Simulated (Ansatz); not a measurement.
# GeH₃NS: taking an electron away

Aim: the vertical ionisation energy of GeH₃NS, as cation minus neutral at the neutral's geometry, on several levels, and how well −ε(HOMO) stands in for it.

Method: unrestricted cation, the program's frozen cores in correlated methods; program: Ansatz 0.2.0, Gaussian basis.

Levels to be run: UKS PBE-D4/def2-TZVPP; UKS r2SCAN-D4/def2-TZVPP; UKS PBE0-D4/def2-TZVPP; UKS B3LYP-D4/def2-TZVPP; UKS wB97X-V/def2-TZVPP; UKS wB97M-V/def2-TZVPP; UKS B2PLYP/def2-TZVPP; UHF-CCSD(T)/def2-TZVPP; UHF-MP2/def2-QZVPP; extrapolation to the limit; then −ε(HOMO) from the neutral's earlier runs with LDA (SPW92), PBE-D4, revPBE-D4, BLYP-D4, r2SCAN-D4, B97M-V, PBE0-D4, B3LYP-D4, r2SCANh-D4, r2SCAN0-D4, HSE06-D4, BHLYP-D4, CAM-B3LYP-D4, LC-ωPBE, ωB97X-V, ωB97M-V.

## Step 1: Structure used throughout

All runs share one geometry, relaxed beforehand with PBE0-D4 in a triple-zeta def2 set.

SMILES `[NH2][Ge][SH]`, 6 atoms, charge 0, spin multiplicity 1.

Atoms are counted from 1 here; the program's logs count them from 0.

Bond lengths: N1–Ge2 1.818 Å, N1–H4 1.008 Å, N1–H5 1.007 Å, Ge2–S3 2.255 Å, S3–H6 1.342 Å. Angles: Ge2–N1–H4 126.7°, Ge2–N1–H5 120.7°, H4–N1–H5 112.6°, N1–Ge2–S3 95.1°, Ge2–S3–H6 93.5°.

## Step 2: Cation, UKS PBE-D4/def2-TZVPP

Input file in.yaml:

```yaml
crystal:
  periodic: [false, false, false]
  atoms:
    - {symbol: N, position_ang: [-0.871871, 0.220777, -0.866337]}
    - {symbol: Ge, position_ang: [0.221710, -1.062323, -0.187215]}
    - {symbol: S, position_ang: [1.168178, 0.278512, 1.359173]}
    - {symbol: H, position_ang: [-0.938025, 1.179620, -0.562130]}
    - {symbol: H, position_ang: [-1.499411, 0.011984, -1.625684]}
    - {symbol: H, position_ang: [1.961618, -0.692569, 1.836093]}
basis:
  gaussian: {orbitals: def2-TZVPP}
total_charge: 1
magnetization: {spin_polarized: true, initial_magnetization: 1}
hamiltonian: {xc: pbe, dispersion: d4}
```

On the command line:

```bash
$ ansatz run in.yaml --threads 4 --pin off --events-out ev --progress --plain --max-ram 10444MiB
```

What it wrote:

```text
Functional definition: PBE
  name "PBE"
  cite "Perdew, Burke & Ernzerhof, Phys. Rev. Lett. 77, 3865 (1996) doi:10.1103/PhysRevLett.77.3865"
  parent pbe
  parameter kappa = 0.804
  parameter beta = 0.06672455060314922
  exchange = pbe_x(kappa = kappa, mu = beta*pi^2/3)
  correlation = pbe_c(beta = beta)
974 factors; their error is unknown
mean field evaluation 1: about -68848.8831 eV, gradient 7.5e1 eV
mean field evaluation 2: about -68727.4682 eV, gradient 1.3e2 eV
mean field evaluation 4: about -68864.4834 eV, gradient 3.1e1 eV
mean field evaluation 8: about -68870.5596 eV, gradient 7.3e0 eV
mean field evaluation 16: about -68870.9196 eV, gradient 4.7e-1 eV
mean field evaluation 32: about -68869.2911 eV, gradient 8.7e0 eV
mean field -68870.92955568 eV, -2530.9599787786 hartree, gradient 5.6e-6 eV, S^2 0.755088; 4 other end points of the search recorded, 0 dependent functions left out
reference -68870.92958801 eV, -2530.9599799667 hartree; 29, 28 occupied and 134, 135 virtual orbitals, 974 factors
Total energy: -68871.04707833 eV, -2530.9642976563 hartree
```

It took 4.6 s on 4 threads of Arm Neoverse V2, shared host; peak memory 0.34 GiB.

Less the neutral's -68879.9927 eV (earlier run), this gives 8.946 eV. ⟨S²⟩ = 0.755.

## Step 3: Cation, UKS r2SCAN-D4/def2-TZVPP

Edit in.yaml of step 2 so:

```diff
@@ -13,2 +13,2 @@
 magnetization: {spin_polarized: true, initial_magnetization: 1}
-hamiltonian: {xc: pbe, dispersion: d4}
+hamiltonian: {xc: r2scan, dispersion: d4}
```

Same command.

What it wrote (excerpt; [...] marks lines left out):

```text
Functional definition: r2SCAN
  name "r2SCAN"
  cite "Furness, Kaplan, Ning, Perdew & Sun, J. Phys. Chem. Lett. 11, 8208 (2020) doi:10.1021/acs.jpclett.0c02405"
  cite "Furness, Kaplan, Ning, Perdew & Sun, J. Phys. Chem. Lett. 11, 9248 (2020) doi:10.1021/acs.jpclett.0c03077"
  parent r2scan
[...]
974 factors; their error is unknown
[...]
mean field -68883.93199728 eV, -2531.4378096939 hartree, gradient 9.0e-6 eV, S^2 0.761911; 4 other end points of the search recorded, 0 dependent functions left out
reference -68883.93200815 eV, -2531.4378100936 hartree; 29, 28 occupied and 134, 135 virtual orbitals, 974 factors
Total energy: -68883.95691492 eV, -2531.4387254005 hartree
```

Wall time 13 s (4 threads of Arm Neoverse V2, shared host); peak memory 0.42 GiB.

Less the neutral's -68893.0022 eV (earlier run), this gives 9.045 eV. ⟨S²⟩ = 0.762.

## Step 4: Cation, UKS PBE0-D4/def2-TZVPP

Edit in.yaml of step 3 so:

```diff
@@ -13,2 +13,2 @@
 magnetization: {spin_polarized: true, initial_magnetization: 1}
-hamiltonian: {xc: r2scan, dispersion: d4}
+hamiltonian: {xc: pbe0, dispersion: d4}
```

Same command.

What it wrote:

```text
Functional definition: PBE0
  name "PBE0"
  cite "Adamo & Barone, J. Chem. Phys. 110, 6158 (1999) doi:10.1063/1.478522"
  cite "Perdew, Burke & Ernzerhof, Phys. Rev. Lett. 77, 3865 (1996) doi:10.1103/PhysRevLett.77.3865"
  parent pbe
  parameter a = 0.25
  parameter kappa = 0.804
  parameter beta = 0.06672455060314922
  exchange = (1 - a)*pbe_x(kappa = kappa, mu = beta*pi^2/3) + a*exact_x
  correlation = pbe_c(beta = beta)
1048 factors; their error is unknown
mean field evaluation 1: about -68857.0295 eV, gradient 6.3e1 eV
mean field evaluation 2: about -68804.4860 eV, gradient 1.0e2 eV
mean field evaluation 4: about -68872.5454 eV, gradient 7.7e0 eV
mean field evaluation 8: about -68872.7917 eV, gradient 2.7e-1 eV
mean field evaluation 16: about -68873.0773 eV, gradient 1.9e-3 eV
mean field evaluation 32: about -68873.0773 eV, gradient 4.9e-5 eV
mean field -68873.07729341 eV, -2531.0389066844 hartree, gradient 6.3e-6 eV, S^2 0.761007; 4 other end points of the search recorded, 0 dependent functions left out
reference -68873.07731742 eV, -2531.0389075668 hartree; 29, 28 occupied and 134, 135 virtual orbitals, 1048 factors
Total energy: -68873.17584299 eV, -2531.0425283146 hartree
```

Run time: 7 s. Hardware: 4 threads of Arm Neoverse V2, shared host; peak memory 0.71 GiB.

Less the neutral's -68882.2518 eV (earlier run), this gives 9.076 eV. ⟨S²⟩ = 0.761.

## Step 5: Cation, UKS B3LYP-D4/def2-TZVPP

Edit in.yaml of step 4 so:

```diff
@@ -13,2 +13,2 @@
 magnetization: {spin_polarized: true, initial_magnetization: 1}
-hamiltonian: {xc: pbe0, dispersion: d4}
+hamiltonian: {xc: {name: B3LYP}, dispersion: d4}
```

Launched as before.

What it wrote (excerpt; [...] marks lines left out):

```text
Functional definition: B3LYP
  name "B3LYP"
  cite "Stephens, Devlin, Chabalowski & Frisch, J. Phys. Chem. 98, 11623 (1994) doi:10.1021/j100096a001"
  cite "Becke, Phys. Rev. A 38, 3098 (1988) doi:10.1103/PhysRevA.38.3098"
  cite "Lee, Yang & Parr, Phys. Rev. B 37, 785 (1988) doi:10.1103/PhysRevB.37.785"
  cite "Vosko, Wilk & Nusair, Can. J. Phys. 58, 1200 (1980) doi:10.1139/p80-159"
[...]
1017 factors; their error is unknown
[...]
mean field -68887.55277894 eV, -2531.5708709658 hartree, gradient 4.5e-6 eV, S^2 0.760303; 5 other end points of the search recorded, 0 dependent functions left out
reference -68887.55299482 eV, -2531.5708788992 hartree; 29, 28 occupied and 134, 135 virtual orbitals, 1017 factors
Total energy: -68887.74744134 eV, -2531.5780246771 hartree
```

Wall time 11 s (4 threads of Arm Neoverse V2, shared host); peak memory 0.7 GiB.

The neutral molecule at this level: -68896.8942 eV. Difference: 9.147 eV. ⟨S²⟩ = 0.760.

## Step 6: Cation, UKS wB97X-V/def2-TZVPP

Edit in.yaml of step 5 so:

```diff
@@ -13,2 +13,2 @@
 magnetization: {spin_polarized: true, initial_magnetization: 1}
-hamiltonian: {xc: {name: B3LYP}, dispersion: d4}
+hamiltonian: {xc: {name: wB97X-V}}
```

Same command.

What it wrote (excerpt; [...] marks lines left out):

```text
Functional definition: wB97X-V
  name "wB97X-V"
  cite "Mardirossian & Head-Gordon, Phys. Chem. Chem. Phys. 16, 9904 (2014) doi:10.1039/C3CP54374A"
  cite "Becke, J. Chem. Phys. 107, 8554 (1997) doi:10.1063/1.475007"
  cite "Vydrov & Van Voorhis, J. Chem. Phys. 133, 244103 (2010) doi:10.1063/1.3521275"
[...]
      + integral(e_c_pw_opposite_spin*poly(b97_u_opposite, cos0, cos1)) + vv10(b, c)
1012 factors; their error is unknown
197 factors; integrals over basis functions are off by at most 2.4e-5 eV
[...]
mean field -68878.17357339 eV, -2531.2261915192 hartree, gradient 1.8e-5 eV, S^2 0.764262; 2 other end points of the search recorded, 0 dependent functions left out
reference -68878.17357219 eV, -2531.2261914751 hartree; 29, 28 occupied and 134, 135 virtual orbitals, 1012 factors
Total energy: -68878.17357219 eV, -2531.2261914751 hartree
```

Run time: 16 s. Hardware: 4 threads of Arm Neoverse V2, shared host; peak memory 0.86 GiB.

Less the neutral's -68887.3555 eV (earlier run), this gives 9.182 eV. ⟨S²⟩ = 0.764.

## Step 7: Cation, UKS wB97M-V/def2-TZVPP

Edit in.yaml of step 6 so:

```diff
@@ -13,2 +13,2 @@
 magnetization: {spin_polarized: true, initial_magnetization: 1}
-hamiltonian: {xc: {name: wB97X-V}}
+hamiltonian: {xc: {name: wB97M-V}}
```

Launched as before.

What it wrote (excerpt; [...] marks lines left out):

```text
Functional definition: wB97M-V
  name "wB97M-V"
  cite "Mardirossian & Head-Gordon, J. Chem. Phys. 144, 214110 (2016) doi:10.1063/1.4952647"
  cite "Becke, J. Chem. Phys. 107, 8554 (1997) doi:10.1063/1.475007"
  cite "Vydrov & Van Voorhis, J. Chem. Phys. 133, 244103 (2010) doi:10.1063/1.3521275"
  # Of w^i u^j: cxij and so on, Table III.
[...]
  gx(w, u) = 1 - cx + cx01*u + cx10*w
  gss(w, u) = css00 + css04*u^4 + css10*w + css20*w^2 + css43*w^4*u^3
  gos(w, u) = cos00 + cos10*w + (cos20 + cos21*u)*w^2 + (cos60 + cos61*u)*w^6
[...]
      + integral(e_c_pw_mod_opposite_spin*gos(b97_w_opposite, b97_u_opposite)) + vv10(b, c)
1009 factors; their error is unknown
197 factors; integrals over basis functions are off by at most 2.4e-5 eV
[...]
mean field -68881.33399168 eV, -2531.3423347493 hartree, gradient 1.6e-5 eV, S^2 0.760643; 2 other end points of the search recorded, 0 dependent functions left out
reference -68881.33402938 eV, -2531.3423361346 hartree; 29, 28 occupied and 134, 135 virtual orbitals, 1009 factors
Total energy: -68881.33402938 eV, -2531.3423361346 hartree
```

Wall time 19 s (4 threads of Arm Neoverse V2, shared host); peak memory 0.9 GiB.

Less the neutral's -68890.4813 eV (earlier run), this gives 9.147 eV. ⟨S²⟩ = 0.761.

## Step 8: Cation, UKS B2PLYP (frozen core)/def2-TZVPP

Edit in.yaml of step 7 so:

```diff
@@ -13,2 +13,2 @@
 magnetization: {spin_polarized: true, initial_magnetization: 1}
-hamiltonian: {xc: {name: wB97M-V}}
+hamiltonian: {xc: {name: B2PLYP}}
```

The command is unchanged.

What it wrote (excerpt; [...] marks lines left out):

```text
Functional definition: B2PLYP
  name "B2PLYP"
  cite "Grimme, J. Chem. Phys. 124, 034108 (2006) doi:10.1063/1.2148954"
  cite "Becke, Phys. Rev. A 38, 3098 (1988) doi:10.1103/PhysRevA.38.3098"
  cite "Lee, Yang & Parr, Phys. Rev. B 37, 785 (1988) doi:10.1103/PhysRevB.37.785"
[...]
983 factors; integrals over basis functions are off by at most 9.2e-4 eV
[...]
mean field -68865.69818957 eV, -2530.7677296200 hartree, gradient 8.3e-6 eV, S^2 0.771084; 4 other end points of the search recorded, 0 dependent functions left out
15 core orbitals not correlated: weight in the atoms' cores, before any rotation towards them, 1.000 or more for the frozen orbitals, at most 0.000 for the correlated occupied ones
reference -68865.69832492 eV, -2530.7677345939 hartree; 14, 13 occupied and 134, 135 virtual orbitals, 983 factors
second order -20.04466235 eV of doubles, -0.00000000 eV of singles
Total energy: -68871.11038375 eV, -2530.9666240876 hartree
```

It took 13 s on 4 threads of Arm Neoverse V2, shared host; peak memory 0.6 GiB.

Less the neutral's -68880.1839 eV (earlier run), this gives 9.074 eV. ⟨S²⟩ = 0.771.

## Step 9: Cation, UHF-CCSD(T)/def2-TZVPP

Edit in.yaml of step 8 so:

```diff
@@ -13,2 +13,3 @@
 magnetization: {spin_polarized: true, initial_magnetization: 1}
-hamiltonian: {xc: {name: B2PLYP}}
+correlation: {method: ccsd_t}
+scf: {omitted_lower_state_checks: [cluster_reference]}
```

Launched as before.

What it wrote (excerpt; [...] marks lines left out):

```text
Functional definition: HF
  name "HF"
  cite "Fock, Z. Phys. 61, 126 (1930) doi:10.1007/BF01340294"
  parent pbe
[...]
983 factors; integrals over basis functions are off by at most 9.2e-4 eV
[...]
mean field -68814.17621683 eV, -2528.8743320445 hartree, gradient 2.9e-6 eV, S^2 0.802329; 6 other end points of the search recorded, 0 dependent functions left out
15 core orbitals not correlated: weight in the atoms' cores, before any rotation towards them, 1.000 or more for the frozen orbitals, at most 0.000 for the correlated occupied ones
reference -68814.17621683 eV, -2528.8743320445 hartree; 14, 13 occupied and 134, 135 virtual orbitals, 983 factors
second order -16.16802599 eV of doubles, -0.00000000 eV of singles
cycle   1  -16.25669025 eV  change   -8.9e-2 eV  update   1.1e-1
[...]
cycle  12  -16.87533822 eV  change    1.1e-5 eV  update   2.2e-5
perturbative correction -0.77301852 eV, -0.0284079065 hartree
Total energy: -68831.82457357 eV, -2529.5228971922 hartree
Checks for a lower state left out: cluster_reference
```

Run time: 69 s. Hardware: 4 threads of Arm Neoverse V2, shared host; peak memory 3 GiB.

Less the neutral's -68840.9125 eV (earlier run), this gives 9.088 eV. ⟨S²⟩ = 0.802. T1 = 0.019 (report).

## Step 10: Cation, UHF-MP2/def2-QZVPP

Edit in.yaml of step 9 so:

```diff
@@ -10,6 +10,6 @@
 basis:
-  gaussian: {orbitals: def2-TZVPP}
+  gaussian: {orbitals: "def2-QZVPP.json"}
 total_charge: 1
 magnetization: {spin_polarized: true, initial_magnetization: 1}
-correlation: {method: ccsd_t}
+correlation: {method: mp2}
 scf: {omitted_lower_state_checks: [cluster_reference]}
```

Launched as before.

What it wrote (excerpt; [...] marks lines left out):

```text
Functional definition: HF
  name "HF"
  cite "Fock, Z. Phys. 61, 126 (1930) doi:10.1007/BF01340294"
  parent pbe
[...]
1908 factors; integrals over basis functions are off by at most 8.7e-4 eV
[...]
mean field -68815.69051725 eV, -2528.9299815587 hartree, gradient 2.5e-6 eV, S^2 0.802558; 6 other end points of the search recorded, 0 dependent functions left out
15 core orbitals not correlated: weight in the atoms' cores, before any rotation towards them, 1.000 or more for the frozen orbitals, at most 0.000 for the correlated occupied ones
reference -68815.69051725 eV, -2528.9299815587 hartree; 14, 13 occupied and 277, 278 virtual orbitals, 1908 factors
second order -24.07246648 eV of doubles, -0.00000000 eV of singles
Total energy: -68839.76298373 eV, -2529.8146283848 hartree
Checks for a lower state left out: cluster_reference
```

Run time: 45 s. Hardware: 4 threads of Arm Neoverse V2, shared host; peak memory 1.2 GiB.

The neutral molecule at this level: -68849.0747 eV. Difference: 9.312 eV. ⟨S²⟩ = 0.803.

## Step 11: From triple and quadruple zeta to the limit

No new run: Hartree-Fock is extrapolated as exp(−7.88√X) and correlation as X^−2.97, with X = 3 and 4; only MP2 was run in the larger set, so CCSD(T) minus MP2 is added from the smaller one.

```csv
level,energy at the limit (eV)
HF,-68815.8991
MP2,-68845.8267
CCSD,-68846.5340
CCSD(T),-68847.3070
```

This is no true limit for total energies: MP2 correlation changes by a factor of 1.49 from triple to quadruple zeta (about 1.07 in light molecules), because outer-core shells are correlated in sets not made for them. Much of that cancels between molecule and atoms or ions.

The neutral's limit, from its own earlier runs, is -68856.6925 eV in the additive form (MP2 limit plus CCSD(T) minus MP2 in triple zeta), in which the cation has -68847.3070 eV.

## Step 12: Ionisation energies side by side

Differences are taken before rounding.

```csv
method,ionisation energy (eV),from CCSD(T)/CBS (eV),time
PBE-D4,8.95,-0.44,5.6 s
r2SCAN-D4,9.05,-0.34,15 s
PBE0-D4,9.08,-0.31,8.1 s
B3LYP-D4,9.15,-0.24,12 s
ωB97X-V,9.18,-0.20,18 s
ωB97M-V,9.15,-0.24,23 s
B2PLYP,9.07,-0.31,15 s
HF/def2-TZVPP,8.25,-1.14,
MP2/def2-TZVPP,9.14,-0.25,
CCSD/def2-TZVPP,9.08,-0.30,
CCSD(T)/def2-TZVPP,9.09,-0.30,84 s
CCSD(T)/CBS,9.39,0,2.2 min
```

Among the levels timed on like hardware and quicker than the yardstick, those that no quicker one beats, quickest first: PBE-D4 (5.6 s, -0.44 eV); PBE0-D4 (8.1 s, -0.31 eV); B3LYP-D4 (12 s, -0.24 eV); ωB97X-V (18 s, -0.20 eV).

Times add the cation's run and the neutral's; HF, MP2 and CCSD come out of the CCSD(T) runs.

For comparison, −ε(HOMO) of the neutral from earlier runs:

```csv
functional,−ε(HOMO) (eV),by energy difference (eV)
LDA (SPW92),6.05,
PBE-D4,5.90,8.95
revPBE-D4,5.84,
BLYP-D4,5.76,
r2SCAN-D4,6.16,9.05
B97M-V,6.12,
PBE0-D4,6.94,9.08
B3LYP-D4,6.76,9.15
r2SCANh-D4,6.54,
r2SCAN0-D4,7.12,
HSE06-D4,6.55,
BHLYP-D4,7.87,
CAM-B3LYP-D4,8.18,
LC-ωPBE,9.45,
ωB97X-V,9.12,9.18
ωB97M-V,9.00,9.15
```

## Step 13: What came out

```
                        quantity               value
  ionisation energy, CCSD(T)/CBS             9.39 eV
nearest functional by difference  ωB97X-V (-0.20 eV)
                nearest −ε(HOMO)  LC-ωPBE (+0.06 eV)
                 −ε(HOMO) of PBE             5.90 eV
                T1 of the cation               0.019
```

**Reading.** By cation minus neutral, the functionals miss by 0.44 eV at most. −ε(HOMO) of PBE misses by 3.5 eV, since self-interaction lifts the level. Among orbital estimates LC-ωPBE comes nearest. Hartree-Fock falls 1.14 eV short, as the neutral has more correlation energy than the cation. Correlated methods include outer-core shells of Ge, which these sets cover unevenly. With outer-core shells in play the reference is unsure by up to some tenths of an eV, so close misses can't be ranked.

ωB97X-V reaches 0.20 eV from the reference in 18 s, where CCSD(T)/CBS took 2.2 min; the quickest level in the cost chart, PBE-D4, takes 5.6 s and misses by 0.44 eV.
